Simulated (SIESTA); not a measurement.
Runs of SIESTA 5.4.2 on Mg3Te. It takes space group I4/mmm (No. 139, tetragonal). Conventional cell: a = 4.279 Å, b = 4.279 Å, c = 10.565 Å, α = 90.00°, β = 90.00°, γ = 90.00°. Te (site symmetry 4/mmm) has 12 Mg at 3.03 to 3.40 Å as nearest neighbours. Around Mg (site symmetry -4m2) lie 8 Mg at 3.03 to 3.40 Å and 4 Te at 3.40 Å. Mg (site symmetry 4/mmm) has 4 Te at 3.03 Å and 8 Mg at 3.40 Å as nearest neighbours. The cell comes from a database or a generator and needn't be the stable form of this composition.

| task | level | potentials or basis | cell | gap on the mesh (eV) | pressure (GPa) | V0 of scaled cells (Å³/atom) | B0 (GPa) |
| --- | --- | --- | --- | --- | --- | --- | --- |
| equation of state | LDA | PseudoDojo 0.4 standard (LDA files), DZP (energy shift 0.003 Ry; two zetas on semicore shells) | as given | - | - | (b) | (a) |
| band structure | LDA | PseudoDojo 0.4 standard (LDA files), DZP (energy shift 0.003 Ry; two zetas on semicore shells) | as given | none | -1.1 | - | - |
| single point | PBEsol | PseudoDojo 0.4 standard (PBEsol files), DZP (energy shift 0.003 Ry; two zetas on semicore shells) | as given | none | 0.1 | - | - |
| band structure | PBEsol | PseudoDojo 0.4 standard (PBEsol files), DZP (energy shift 0.003 Ry; two zetas on semicore shells) | as given | none | 0.1 | - | - |
| equation of state | PBEsol | PseudoDojo 0.4 standard (PBEsol files), DZP (energy shift 0.003 Ry; two zetas on semicore shells) | as given | - | - | 24.26 | 40 |
| single point | PBEsol | PseudoDojo 0.4 standard (PBEsol files), DZP (energy shift 0.003 Ry; two zetas on semicore shells) | atoms moved at random, drawn with an rms of 0.05 Å | none | 0.2 | - | - |

Alike in all rows: no spin polarisation; k mesh 9 × 9 × 9; smearing fermi-dirac 0.05 eV; grid cutoff 800 Ry; energy shift 0.003 Ry.

Problem. Estimate the missing entries.

Solution. (a) 43; (b) 23.55.

Caveats: the basis of atomic orbitals isn't converged, which shifts pressures, moduli and gaps; the cell was scaled at fixed shape and fractional positions, which overstates the stiffness of a crystal with free parameters, most of all of layers and chains (some runs); spin-orbit coupling is left out, which moves the levels of the heavy elements (some runs).

A k mesh can miss the band edges, and the runs leave out spin-orbit coupling on Te.

A gap of «none» marks a metal or a gap under the smearing width.
